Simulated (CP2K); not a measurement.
# A CP2K job on C2H5BFNS (SMILES FC1(S)BNC1)

Aim: energy and forces of C2H5BFNS.

Program for the calculation: CP2K 2026.2.

2 further runs of the same task are left out: 2 set aside as unsound or not needed.

## Step 1: The molecule

C2H5BFNS has 11 atoms, charge 0, and is taken as a singlet. SMILES: `FC1(S)BNC1`. Geometry: a rough force-field guess. This is one conformer, not always the lowest.

Bond lengths: F1–C2 1.390 Å, C2–S3 1.789 Å, C2–B4 1.540 Å, B4–N5 1.539 Å, C2–C6 1.508 Å, N5–C6 1.435 Å, S3–H7 1.433 Å, B4–H8 1.196 Å, N5–H9 1.016 Å, C6–H10 1.117 Å, C6–H11 1.091 Å. Some angles: F1–C2–S3 110.3°, F1–C2–B4 115.5°, F1–C2–C6 115.5°, S3–C2–B4 111.1°, S3–C2–C6 114.3°, B4–C2–C6 88.7°, C2–B4–N5 87.3°, B4–N5–C6 91.4°, C2–C6–N5 92.5°, C2–S3–H7 94.7°.

## Step 2: The job

molecule.inp reads:

```
&GLOBAL
    PROJECT molecule
    RUN_TYPE SCF
    PRINT_LEVEL MEDIUM
&END GLOBAL

&FORCE_EVAL
    METHOD QS
    &DFT
        CHARGE 0
        MULTIPLICITY 1
        &QS
            METHOD XTB
            EPS_DEFAULT 1.0E-10
            &XTB
                GFN_TYPE TBLITE
                &TBLITE
                    METHOD GFN2
                &END TBLITE
                CHECK_ATOMIC_CHARGES F
            &END XTB
        &END QS
        &POISSON
            PERIODIC NONE
            POISSON_SOLVER ANALYTIC
        &END POISSON
        &SCF
            SCF_GUESS ATOMIC
            EPS_SCF 1.0E-07
            MAX_SCF 150
            ADDED_MOS 8
            &DIAGONALIZATION
                ALGORITHM STANDARD
            &END DIAGONALIZATION
            &MIXING
                METHOD DIRECT_P_MIXING
                ALPHA 0.4
            &END MIXING
            &SMEAR ON
                METHOD FERMI_DIRAC
                ELECTRONIC_TEMPERATURE [K] 300
            &END SMEAR
        &END SCF
        &PRINT
            &MOMENTS
                PERIODIC F
                REFERENCE COM
                MAX_MOMENT 1
            &END MOMENTS
            &MO ON
                ENERGIES T
                OCCUPATION_NUMBERS T
                NDIGITS 6
                &EACH
                    QS_SCF 0
                &END EACH
                ADD_LAST NUMERIC
            &END MO
            &HIRSHFELD OFF
            &END HIRSHFELD
        &END PRINT
    &END DFT
    &SUBSYS
        &CELL
            ABC [angstrom] 14.5 12.8 12.6
            PERIODIC NONE
        &END CELL
        &COORD
            F      0.162900    -1.331500    -1.319900
            C      0.265300    -0.589600    -0.149000
            S      1.713000    -1.087500     0.776200
            B     -0.988400    -0.583900     0.745400
            N     -1.084800     0.928300     0.477900
            C      0.114200     0.901700    -0.310500
            H      2.640300    -0.736200    -0.257800
            H     -1.701900    -1.371700     1.294000
            H     -1.905300     1.145100    -0.080700
            H      0.931200     1.477300     0.189100
            H     -0.081100     1.191000    -1.344200
        &END COORD
        &TOPOLOGY
            &CENTER_COORDINATES
            &END CENTER_COORDINATES
        &END TOPOLOGY
    &END SUBSYS
    &PRINT
        &FORCES ON
        &END FORCES
    &END PRINT
&END FORCE_EVAL
```

Started as:

```
$ OMP_NUM_THREADS=1 cp2k.psmp molecule.inp > molecule.out
```

Output:

```text
*******************************************************************************
 *   ___                                                                       *
 *  /   \                                                                      *
 * [ABORT]                                                                     *
 *  \___/                    invalid value for enumeration:SCF                 *
 *    |                                                                        *
 *  O/|                                                                        *
 * /| |                                                                        *
 * / \                                     input/input_enumeration_types.F:215 *
 *******************************************************************************

 ===== Routine Calling Stack =====

            4 val_create_parsing
            3 section_vals_parse
            2 section_vals_parse
            1 read_input

Program received signal SIGABRT: Process abort signal.

Backtrace for this error:
#0  0x479e65bcf957 in ???
#1  0x479e86484cac in __pthread_kill_implementation
#2  0x479e8642bfb7 in raise
#3  0x479e86415d37 in abort
#4  0x479e662a2d83 in ???
#5  0x479e662a4297 in ???
#6  0x479e662a4497 in ???
#7  0x479e6640226f in ???
#8  0x479e6641183b in ???
#9  0x479e6641367b in ???
#10  0x479e664138f7 in ???
#11  0x479e65ce9807 in ???
#12  0x479e66554e8b in ???
#13  0x479e66559d0b in ???
#14  0x479e65c70db3 in ???
#15  0x479e65c6ef13 in ???
#16  0x479e86416573 in __libc_start_call_main
#17  0x479e86416657 in __libc_start_main_impl
#18  0x479e65c6f06f in ???
#19  0xffffffffffffffff in ???
```

Run time: 0.18 s. Hardware: 1 thread of Arm Neoverse V2, shared host.

## Step 3: What went wrong

The program refused the input.

The log says `\___/                    invalid value for enumeration:SCF`. The fault: unknown run type.
